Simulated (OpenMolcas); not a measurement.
# Re⁴⁺ among point charges: CASSCF and CASPT2 levels and susceptibility

Aim: the splitting of the states of Re⁴⁺ in the field of 2 point charges, its lowest levels with spin-orbit coupling and its magnetic susceptibility.

Method: state-averaged CASSCF and CASPT2, spin-orbit coupling by RASSI with atomic mean-field integrals. Code: OpenMolcas 26.06.

**1. Starting point**

| Item | Value |
| --- | --- |
| Species | Re⁴⁺ (rhenium, Z = 75, 71 electrons) |
| Basis | ANO-RCC-VDZP [7s6p4d2f1g], 68 functions |
| Scalar Hamiltonian | DKH2, point nucleus |
| Inactive shells | 1s 2s 2p 3s 3p 3d 4s 4p 4d 4f 5s 5p |
| Active space | 3 electrons in 5 orbitals (5d) |
| Some configurations of this space | 5d3 |
| Orbitals | optimised for each spin and parity, averaged over all roots |

Outer shells as boxes (Hund's rule):

5d3
```
5d [↑ ][↑ ][↑ ][  ][  ]
```

The ion sits among 2 point charges of -1.5 e arranged as a linear pair (D∞h), 1.86 Å from the ion.

The work runs as a chain of OpenMolcas steps in one folder; each step below is one input file. Labels, J, g values, rates, χT and fits are worked out afterwards by a script from the matrices that RASSI stores. The input lists half of the charges; inversion (Group=XYZ) makes the rest.

**2. GATEWAY and SEWARD: basis and integrals**

The input, a.inp:

```
&GATEWAY
Coord
1

Re 0.0 0.0 0.0
Basis=ANO-RCC-VDZP
Group=XYZ
NoMove
AngMom=0.0 0.0 0.0
AMFI
XField
1 Angstrom 0
0.000000 0.000000 1.860000 -1.500000
&SEWARD
```

The run is started by

```
$ OMP_NUM_THREADS=1 MOLCAS_MEM=1689 MOLCAS_PROJECT=a pymolcas a.inp > a.log
```

The program printed:

```text
Basis set label: RE.ANO-RCC...7S6P4D2F1G.

      Electronic valence basis set:
      ------------------
      Associated Effective Charge  75.000000 au
      Associated Actual Charge     75.000000 au
      Nuclear Model: Point charge

      Shell  nPrim  nBasis  Cartesian Spherical Contaminant
         s      24       7        X
         p      21       6        X
         d      15       4                 X
         f      11       2                 X
         g       4       1                 X
                  Relativistic Douglas-Kroll-Hess integrals:
                    - DKH order of Hamiltonian: 2
                    - DKH order of Properties : 0
                  Atomic mean-field integrals
```

**3. CASSCF: quartets of even parity, 10 roots**

The input, a.inp:

```
&RASSCF
FileOrb=start.orb
Symmetry=1
Spin=4
nActEl=3 0 0
Inactive=15 19
Ras2=5 0
CIRoot=10 10 1
SDav=10
CIMx=300
Iter=120 100
PrWF=0.3
OrbListing=Nothing
MaxOrb=0
>>> COPY $Project.JobIph JOB001
```

start.orb holds the contracted functions of the basis, ordered by shell, or the orbitals of the step before.

The program printed (excerpt; [...] marks lines left out):

```text
[...]
      Number of active orbitals                  5
[...]
      Spin quantum number                      1.5
[...]
      Active orbitals                            5   0
[...]
      Number of CSFs                            10
      Number of root(s) required                10
[...]
      Convergence after 11 iterations
[...]
      Natural orbitals and occupation numbers for root  1
      sym 1:   0.959392   0.040608   0.040608   0.959392   1.000000
      Natural orbitals and occupation numbers for root  2
      sym 1:   0.959392   0.959392   0.040608   0.040608   1.000000
      Natural orbitals and occupation numbers for root  3
      sym 1:   0.980935   0.019065   1.000000   0.019065   0.980935
::    RASSCF root number  1 Total energy: -16676.82926820
::    RASSCF root number  2 Total energy: -16676.82926820
::    RASSCF root number  3 Total energy: -16676.81875922
[...]
::    RASSCF root number  7 Total energy: -16676.76487019
::    RASSCF root number  8 Total energy: -16676.73489470
::    RASSCF root number  9 Total energy: -16676.73489470
::    RASSCF root number 10 Total energy: -16676.65561397
```

**4. CASSCF: doublets of even parity, 40 roots**

The input, a.inp:

```
&RASSCF
FileOrb=start.orb
Symmetry=1
Spin=2
nActEl=3 0 0
Inactive=15 19
Ras2=5 0
CIRoot=40 40 1
SDav=40
CIMx=300
Iter=120 100
PrWF=0.3
OrbListing=Nothing
MaxOrb=0
>>> COPY $Project.JobIph JOB002
```

The run is started by

```
$ OMP_NUM_THREADS=1 MOLCAS_MEM=1689 MOLCAS_PROJECT=a pymolcas a.inp > a.log
```

The program printed (excerpt; [...] marks lines left out):

```text
[...]
      Number of active orbitals                  5
[...]
      Spin quantum number                      0.5
[...]
      Active orbitals                            5   0
[...]
      Number of CSFs                            40
      Number of root(s) required                40
[...]
      Convergence after  7 iterations
[...]
      Natural orbitals and occupation numbers for root  1
      sym 1:   1.733814   0.111280   0.119389   0.111280   0.924238
      Natural orbitals and occupation numbers for root  2
      sym 1:   1.733814   0.111280   0.119389   0.924238   0.111280
      Natural orbitals and occupation numbers for root  3
      sym 1:   1.000000   0.500000  -0.000000   0.500000   1.000000
::    RASSCF root number  1 Total energy: -16676.78806366
::    RASSCF root number  2 Total energy: -16676.78806366
::    RASSCF root number  3 Total energy: -16676.77673189
[...]
::    RASSCF root number 27 Total energy: -16676.66233319
::    RASSCF root number 28 Total energy: -16676.66233319
::    RASSCF root number 29 Total energy: -16676.64228025
::    RASSCF root number 30 Total energy: -16676.64228025
```

**5. RASSI: spin-orbit coupling between the states**

The input, a.inp:

```
&RASSI
NrOfJobIphs=2 10 40
1 2 3 4 5 6 7 8 9 10
1 2 3 4 5 6 7 8 9 10 11 12 13 14 15 16 17 18 19 20 21 22 23 24 25 26 27
28 29 30 31 32 33 34 35 36 37 38 39 40
IphNames
JOB001
JOB002
EJob
SpinOrbit
DIPRint=1.0
SOCoupling=1000.0
Subsets=2
Property=9
'ANGMOM' 1 'ANGMOM' 2 'ANGMOM' 3 'MLTPL  1' 1 'MLTPL  1' 2 'MLTPL  1' 3
'AMFI' 1 'AMFI' 2 'AMFI' 3
SOProperty=3
'ANGMOM' 1 'ANGMOM' 2 'ANGMOM' 3
```

The program printed:

```text
SPIN-FREE ENERGIES:
  (Shifted by EMIN (a.u.) =     -16676.8292681987)

 SF State       Relative EMIN(au)   Rel lowest level(eV)    D:o, cm**(-1)      L_eff

     1             0.0000000000        0.0000000000              0.0000         2.4
     2             0.0000000000        0.0000000000              0.0000         2.4
     3             0.0105089820        0.2859639691           2306.4550         2.7
     4             0.0404279703        1.1001011139           8872.9139         2.9
     5             0.0404279703        1.1001011139           8872.9139         2.9
    11             0.0412045354        1.1212325291           9043.3502         3.3
    12             0.0412045354        1.1212325291           9043.3502         3.3
    13             0.0525363095        1.4295858096          11530.3872         5.0
    14             0.0525363095        1.4295858096          11530.3872         5.0
    15             0.0596851125        1.6241146491          13099.3681         1.6
    16             0.0596851125        1.6241146491          13099.3681         1.6
    17             0.0630383480        1.7153608365          13835.3182         3.9
    18             0.0630383480        1.7153608365          13835.3182         3.9
     6             0.0643980066        1.7523590301          14133.7288         2.9
     7             0.0643980066        1.7523590301          14133.7288         2.9
    19             0.0802325659        2.1832393410          17609.0128         3.7
    20             0.0802325659        2.1832393410          17609.0128         3.7
    21             0.0819160446        2.2290491293          17978.4937         4.5
    22             0.0819160446        2.2290491293          17978.4937         4.5
    23             0.0934193748        2.5420706901          20503.1828         3.5
     8             0.0943734947        2.5680336150          20712.5880         1.8
     9             0.0943734947        2.5680336150          20712.5880         1.8
    24             0.1089443495        2.9645267723          23910.5209         4.4
    25             0.1089443495        2.9645267723          23910.5209         4.4
    26             0.1141702003        3.1067294182          25057.4626         3.0
    27             0.1141702003        3.1067294182          25057.4626         3.0
    28             0.1223926753        3.3304743622          26862.0873         1.9
    29             0.1228445926        3.3427716578          26961.2717         2.4
    30             0.1316084620        3.5812486924          28884.7187         3.7
    31             0.1338023510        3.6409474529          29366.2217         4.6
    32             0.1338023510        3.6409474529          29366.2217         4.6
    33             0.1389330498        3.7805608804          30492.2799         3.8
    34             0.1389330498        3.7805608804          30492.2799         3.8
    35             0.1503679115        4.0917193175          33001.9419         4.5
    36             0.1503679115        4.0917193175          33001.9419         4.5
    37             0.1669350065        4.5425329398          36637.9990         2.8
    38             0.1669350065        4.5425329398          36637.9990         2.8
    10             0.1736542322        4.7253723866          38112.6986         1.3
    39             0.1869879508        5.0882013520          41039.1116         3.3
    40             0.1869879508        5.0882013520          41039.1116         3.3
Eigenvalues of complex Hamiltonian:
   -----------------------------------
  (Shifted by EMIN (a.u.) =     -16676.8292681987)

 SO State       Relative EMIN(au)   Rel lowest level(eV)    D:o, cm**(-1)     J-value

     1            -0.0392463029        0.0000000000              0.0000         1.4
     2            -0.0392463029        0.0000000000              0.0000         1.4
     3            -0.0217068464        0.4772729278           3849.4658         1.7
     4            -0.0217068464        0.4772729278           3849.4658         1.7
     5            -0.0175187801        0.5912360151           4768.6401         2.2
     6            -0.0175187801        0.5912360151           4768.6401         2.2
     7            -0.0071524158        0.8733191579           7043.7940         2.3
     8            -0.0071524158        0.8733191579           7043.7940         2.3
     9             0.0079747632        1.2849506692          10363.8261         2.5
    10             0.0079747632        1.2849506692          10363.8261         2.5
    11             0.0125088574        1.4083296595          11358.9447         3.3
    12             0.0125088574        1.4083296595          11358.9447         3.3
    13             0.0158302301        1.4987088129          12087.9018         2.7
    14             0.0158302301        1.4987088129          12087.9018         2.7
    15             0.0245133003        1.7349871914          13993.6154         3.2
    16             0.0245133003        1.7349871914          13993.6154         3.2
    17             0.0271002985        1.8053829987          14561.3959         2.3
    18             0.0271002985        1.8053829987          14561.3959         2.3
    19             0.0276718163        1.8209347887          14686.8295         2.2
    20             0.0276718163        1.8209347887          14686.8295         2.2
    21             0.0289176157        1.8548347183          14960.2509         1.6
    22             0.0289176157        1.8548347183          14960.2509         1.6
    23             0.0340284158        1.9939066725          16081.9419         2.4
    24             0.0340284158        1.9939066725          16081.9419         2.4
    25             0.0406102875        2.1730085260          17526.4957         3.1
    26             0.0406102875        2.1730085260          17526.4957         3.1
    27             0.0435894962        2.2540769249          18180.3565         1.6
    28             0.0435894962        2.2540769249          18180.3565         1.6
    29             0.0518162341        2.4779378686          19985.9168         2.5
    30             0.0518162341        2.4779378686          19985.9168         2.5
    31             0.0540991213        2.5400583948          20486.9526         2.9
    32             0.0540991213        2.5400583948          20486.9526         2.9
    33             0.0585711465        2.6617483988          21468.4487         2.0
    34             0.0585711465        2.6617483988          21468.4487         2.0
    35             0.0617474586        2.7481802534          22165.5686         1.8
    36             0.0617474586        2.7481802534          22165.5686         1.8
    37             0.0658781705        2.8605826508          23072.1551         3.0
    38             0.0658781705        2.8605826508          23072.1551         3.0
    39             0.0688371860        2.9411015645          23721.5839         2.5
    40             0.0688371860        2.9411015645          23721.5839         2.5
    41             0.0695090438        2.9593837475          23869.0396         2.0
Weights of the five most important spin-orbit-free states for each spin-orbit state.

 SO State  Total energy (au)           Spin-free states, spin, and weights
 -------------------------------------------------------------------------------------------------------
    1        -0.039246       2 1.5  0.2561    1 1.5  0.2561    3 1.5  0.2274   15 0.5  0.0700   16 0.5  0.0700
    2        -0.039246       2 1.5  0.2561    1 1.5  0.2561    3 1.5  0.2274   15 0.5  0.0700   16 0.5  0.0700
    3        -0.021707       1 1.5  0.3014    2 1.5  0.3014    3 1.5  0.2256    5 1.5  0.0445    4 1.5  0.0445
    4        -0.021707       1 1.5  0.3014    2 1.5  0.3014    3 1.5  0.2256    4 1.5  0.0445    5 1.5  0.0445
    5        -0.017519       1 1.5  0.4176    2 1.5  0.4176    3 1.5  0.0598   15 0.5  0.0196   16 0.5  0.0196
    6        -0.017519       1 1.5  0.4176    2 1.5  0.4176    3 1.5  0.0598   15 0.5  0.0196   16 0.5  0.0196
    7        -0.007152       2 1.5  0.3219    1 1.5  0.3219   12 0.5  0.1346   11 0.5  0.1346    5 1.5  0.0275
    8        -0.007152       2 1.5  0.3219    1 1.5  0.3219   12 0.5  0.1346   11 0.5  0.1346    5 1.5  0.0275
    9         0.007975       3 1.5  0.4469    4 1.5  0.1161    5 1.5  0.1161    7 1.5  0.0835    6 1.5  0.0835
   10         0.007975       3 1.5  0.4469    4 1.5  0.1161    5 1.5  0.1161    7 1.5  0.0835    6 1.5  0.0835
   11         0.012509       3 1.5  0.5165    4 1.5  0.0968    5 1.5  0.0968    2 1.5  0.0919    1 1.5  0.0919
   12         0.012509       3 1.5  0.5165    4 1.5  0.0968    5 1.5  0.0968    2 1.5  0.0919    1 1.5  0.0919
```

These steps took 6.4 s in all on 1 thread of AMD EPYC 9R45 (Zen 5), shared host.

States without spin-orbit coupling:

| state | degeneracy | E (cm-1) | free-ion L (%) |
| --- | --- | --- | --- |
| 4Pi | 2 | 0 | F (68) |
| 4Sigma | 1 | 2306 | F (88) |
| 4Delta | 2 | 8873 | F (100) |
| 2Delta | 2 | 9043 | G (34) |
| 2H | 2 | 11530 | H (100) |
| 2Pi | 2 | 13099 | P (50) |
| 2Phi | 2 | 13835 | G (59) |
| 4Phi | 2 | 14134 | F (100) |
| 2Pi | 2 | 17609 | G (65) |
| 2Gamma | 2 | 17978 | H (53) |
| 2Sigma | 1 | 20503 | G (77) |
| 4Pi | 2 | 20713 | P (68) |
| 2Gamma | 2 | 23911 | G (53) |
| 2Delta | 2 | 25057 | D (48) |
| 2Sigma | 1 | 26862 | P (80) |
| 2Sigma | 1 | 26961 | D (82) |
| 2Sigma | 1 | 28885 | H (53) |
| 2Phi | 2 | 29366 | H (75) |
| 2Pi | 2 | 30492 | H (38) |
| 2Delta | 2 | 33002 | H (82) |
| 2Pi | 2 | 36638 | D (43) |
| 4Sigma | 1 | 38113 | P (88) |
| 2Phi | 2 | 41039 | F (77) |
| 2Delta | 2 | 44291 | D (71) |

With spin-orbit coupling:

| E (cm-1) | Degeneracy | 2S+1 | g |
| --- | --- | --- | --- |
| 0.0 | 2 | 4 | 0.29 0.29 0.73 |
| 3849 | 2 | 4 | 0.00 0.00 4.23 |
| 4769 | 2 | 4 | 0.52 0.52 2.96 |
| 7044 | 2 | 4 | 0.00 0.00 7.24 |
| 10364 | 2 | 4 | 0.00 0.00 3.65 |
| 11359 | 2 | 4 | 1.47 2.64 2.64 |
| 12088 | 2 | 4 | 0.00 0.00 2.96 |
| 13994 | 2 | 4 | 0.97 1.68 1.68 |
| 14561 | 2 | 2 | 0.00 0.00 8.45 |
| 14687 | 2 | 4 | 0.00 0.00 5.72 |
| 14960 | 2 | 2 | 0.00 0.00 8.58 |
| 16082 | 2 | 4 | 0.00 0.00 6.21 |
| 17526 | 2 | 4 | 0.00 0.00 1.79 |
| 18180 | 2 | 2 | 0.10 1.15 1.15 |
| 19986 | 2 | 2 | 0.00 0.00 1.85 |
| 20487 | 2 | 4 | 0.00 0.00 4.35 |
| 21468 | 2 | 4 | 0.00 0.00 7.93 |
| 22166 | 2 | 2 | 0.00 0.00 12.00 |
| 23072 | 2 | 2 | 0.00 0.00 3.94 |
| 23722 | 2 | 4 | 0.00 0.00 8.07 |
| 23869 | 2 | 4 | 0.47 0.47 3.21 |
| 24844 | 2 | 4 | 0.00 0.00 10.66 |
| 25692 | 2 | 2 | 0.56 1.69 1.69 |
| 26251 | 2 | 2 | 0.00 0.00 4.69 |

The table of states holds 24 of 29 computed; the rest, higher up, is left out. Principal g values are given for doublets only; a zero marks a field direction without first-order Zeeman splitting.

Powder χT (cm³ K/mol): 0.02 at 2 K, 0.02 at 5 K, 0.02 at 10 K, 0.02 at 20 K, 0.03 at 50 K, 0.04 at 100 K, 0.04 at 150 K, 0.05 at 200 K, 0.05 at 250 K, 0.06 at 300 K.

**6. CASPT2: IPEA 0.25, imaginary shift 0.1 (closed shells correlated: 5s 5p)**

The input, a.inp:

```
>>> COPY JOB001 $Project.JobIph
&CASPT2
Multistate=10 1 2 3 4 5 6 7 8 9 10
NoMult
Frozen=14 16
IPEA=0.25
Imaginary=0.1
MaxIter=60
WThr=0.0 0.3 0.05
PrWF=0.5
NoMix
>>> COPY JOB002 $Project.JobIph
&CASPT2
Multistate=40 1 2 3 4 5 6 7 8 9 10 11 12 13 14 15 16 17 18 19 20 21 22
23 24 25 26 27 28 29 30 31 32 33 34 35 36 37 38 39 40
NoMult
Frozen=14 16
IPEA=0.25
Imaginary=0.1
MaxIter=60
WThr=0.0 0.3 0.05
PrWF=0.5
NoMix
```

The run is started by

```
$ OMP_NUM_THREADS=1 MOLCAS_MEM=1689 MOLCAS_PROJECT=a pymolcas a.inp > a.log
```

The program printed (excerpt; [...] marks lines left out):

```text
[...]
      Active orbitals                            5   0
[...]
      E2 (Variational):          -0.1759041801
      Total energy:          -16677.0051723788
[...]
::    CASPT2 Root  1     Total energy: -16677.00517238
::    CASPT2 Root  2     Total energy: -16677.00517238
[...]
::    CASPT2 Root 27     Total energy: -16676.84940811
::    CASPT2 Root 28     Total energy: -16676.84940811
::    CASPT2 Root 29     Total energy: -16676.82999398
::    CASPT2 Root 30     Total energy: -16676.82999405
```

Time for this run: 3.3 s (1 thread of AMD EPYC 9R45 (Zen 5), shared host).

SS-CASPT2: lowest energy less the reference's lowest, -0.1759 hartree; reference weights 0.955 to 0.972.

States without spin-orbit coupling:

| state | degeneracy | E (cm-1) | free-ion L (%) |
| --- | --- | --- | --- |
| 4Pi | 2 | 0 | F (68) |
| 4Sigma | 1 | 2010 | F (88) |
| 2Delta | 2 | 7900 | G (34) |
| 4Delta | 2 | 9500 | F (100) |
| 2H | 2 | 11263 | H (100) |
| 2Pi | 2 | 11328 | P (50) |
| 2Phi | 2 | 12696 | G (59) |
| 4Phi | 2 | 13844 | F (100) |
| 2Pi | 2 | 16584 | G (65) |
| 2Gamma | 2 | 16635 | H (53) |
| 2Sigma | 1 | 18839 | G (77) |
| 4Pi | 2 | 19461 | P (68) |
| 2Sigma | 1 | 23355 | P (80) |
| 2Gamma | 2 | 23468 | G (53) |
| 2Delta | 2 | 23810 | D (48) |
| 2Sigma | 1 | 24885 | D (82) |
| 2Sigma | 1 | 27232 | H (53) |
| 2Phi | 2 | 28276 | H (75) |
| 2Pi | 2 | 28776 | H (38) |
| 2Delta | 2 | 31614 | H (82) |
| 2Pi | 2 | 34186 | D (43) |
| 4Sigma | 1 | 36768 | P (88) |
| 2Phi | 2 | 38447 | F (77) |
| 2Delta | 2 | 40539 | D (71) |

With spin-orbit coupling:

```tsv
E (cm-1)	Degeneracy	2S+1	g
0	2	4	0.37 0.37 0.71
4100	2	4	0.00 0.00 4.29
5020	2	4	0.47 0.47 3.00
7100	2	4	0.00 0.00 7.13
10540	2	4	0.00 0.00 3.66
11500	2	4	1.71 3.23 3.23
12110	2	4	0.00 0.00 2.84
14360	2	2	0.00 0.00 8.23
14630	2	4	1.00 1.00 1.10
14770	2	4	0.00 0.00 6.04
14880	2	2	0.00 0.00 8.64
16180	2	4	0.00 0.00 5.92
17280	2	2	0.01 1.10 1.10
17410	2	2	0.00 0.00 2.11
19790	2	4	0.00 0.00 1.62
20390	2	4	0.00 0.00 4.37
21510	2	4	0.00 0.00 7.88
22310	2	2	0.00 0.00 12.00
22350	2	2	0.00 0.00 3.97
22650	2	4	0.36 0.36 3.09
23820	2	4	0.00 0.00 8.14
24660	2	2	0.00 0.00 10.47
24830	2	2	0.64 1.67 1.67
25840	2	2	0.00 0.00 4.81
```

Powder χT (cm³ K/mol): 0.02 at 2 K, 0.03 at 5 K, 0.03 at 10 K, 0.03 at 20 K, 0.03 at 50 K, 0.04 at 100 K, 0.04 at 150 K, 0.05 at 200 K, 0.06 at 250 K, 0.06 at 300 K.

**7. The methods side by side**

A. CASSCF
B. SS-CASPT2, IPEA 0.25, imaginary shift 0.1 (closed shells correlated: 5s 5p)

| method | ground state | first state of that spin (cm-1) | first gap with spin-orbit (cm-1) | χT at 300 K |
| --- | --- | --- | --- | --- |
| A | 4Pi | 4Sigma 2306 | 3849.5 | 0.06 |
| B | 4Pi | 4Sigma 2010 | 4098.3 | 0.06 |

**8. Outcome**

```
                                            quantity                                                                        value
                                              method  SS-CASPT2, IPEA 0.25, imaginary shift 0.1 (closed shells correlated: 5s 5p)
                              spin-free ground state                                              4Pi, 2-fold in its orbital part
first state of the same spin within the active space                                                          4Sigma at 2010 cm⁻¹
                                        lowest level                                                 2-fold, g = 0.37, 0.37, 0.71
                                          next level                                                                  4098.3 cm⁻¹
                                         χT at 300 K                                                               0.06 cm³ K/mol
                           effective moment at 300 K                                                                      0.71 μB
```

Cost by method:

| method | time of its own steps | time with the reference |
| --- | --- | --- |
| A. CASSCF | 6.4 s | 6.4 s |
| B. SS-CASPT2, IPEA 0.25, imaginary shift 0.1, +5s 5p | 3.3 s | 9.6 s |

Times are of one thread on a shared host.

The spin-free ground state (4Pi) comes to 68 % from free-ion F terms and keeps the highest spin of the shell. χT at 300 K is 0.06, against 1.88 cm³ K/mol for the spin alone, so spin-orbit coupling lowers it. CASPT2 does not keep the components of a term degenerate, and the means are used. The field of point charges can differ much from that of real complexes. This is an electrostatic model: the charges have no orbitals.
